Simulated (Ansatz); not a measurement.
# AlGaCl+ (quintet): the correlation ladder, cc-pVDZ

One table from this session's results is given with a row withheld; the runs are named, their logs left out.

Program: Ansatz 0.2.0, Gaussian basis. Level of theory: cc-pVDZ, core rule «outside noble gas», up to 24 orbitals frozen. These are calculated values, not measurements.

To be run: UHF; CCSD(T) on ROHF; CCSD(T) on UHF; BCCD(T) on ROHF; CISD; CCSDT(Q) on ROHF; CCSDT(Q) on UHF.

35 further runs of the same task are left out: 11 for a known fault of the program, 12 that didn't finish, 12 set aside as unsound or not needed.

## The geometry

The geometry is a PBE0/def2-TZVP stationary point (not a proven minimum) of the parent state, kept for this charge and spin. No spin-orbit coupling is included. The filled d shell of Ga may be among the frozen orbitals whatever the setting's name suggests; the logs give the count.

3 atoms, charge 1, spin multiplicity 5.

Atoms are counted from 1 here; the program's logs count them from 0.

Bond lengths: Cl1–Al2 2.091 Å, Al2–Ga3 2.316 Å. Angles: Cl1–Al2–Ga3 180.0°.

The first run:

in.yaml reads:

```yaml
crystal:
  periodic: [false, false, false]
  atoms:
    - {symbol: Cl, position_ang: [0.000000, 0.000000, -2.166000]}
    - {symbol: Al, position_ang: [0.000000, 0.000000, -0.075200]}
    - {symbol: Ga, position_ang: [0.000000, 0.000000, 2.241200]}
basis:
  gaussian: {orbitals: cc-pVDZ}
total_charge: 1
magnetization: {spin_polarized: true, initial_magnetization: 4}
hamiltonian: {xc: hf}
output: {orbitals: {seedname: orbitals}}
```

Command:

```bash
> ansatz run in.yaml --threads 1 --pin off --events-out ev --progress --plain --max-ram 2393MiB
```

Among the steps run: UHF; CCSD(T) on ROHF; CCSD(T) on UHF; BCCD(T) on ROHF; CISD; CCSDT(Q) on ROHF; CCSDT(Q) on UHF.

One of the session's tables, all rows but one given; the rest of the session is left out.

```
   method  from RCCSDT(Q) (kcal/mol)
     ROHF                    +128.81
      UHF                    +127.71
     RMP2                     +18.96
     UMP2                     +18.07
    RCCSD                      +4.89
    UCCSD                      +4.14
 RCCSD(T)                      +1.10
 UCCSD(T)                      +0.38
  BCCD(T)                      +1.08
   RCCSDT                      +0.33
   UCCSDT                          ?
RCCSDT(Q)                          0
UCCSDT(Q)                      -0.78
```

Estimate the missing values for UCCSDT.

The run gave: from RCCSDT(Q) (kcal/mol): -0.38. In the column «from RCCSDT(Q) (kcal/mol)» it lies between UCCSDT(Q) (-0.78) and RCCSDT(Q) (0).

Not comparable, so not listed: CISD (they don't share determinant, frozen orbitals or solution with the rows shown, or repeat one).

To keep in mind: Restricted and unrestricted rows rest on different reference determinants; where their highest levels disagree by more than a few hundredths of an eV, they describe different states and don't form one ladder.
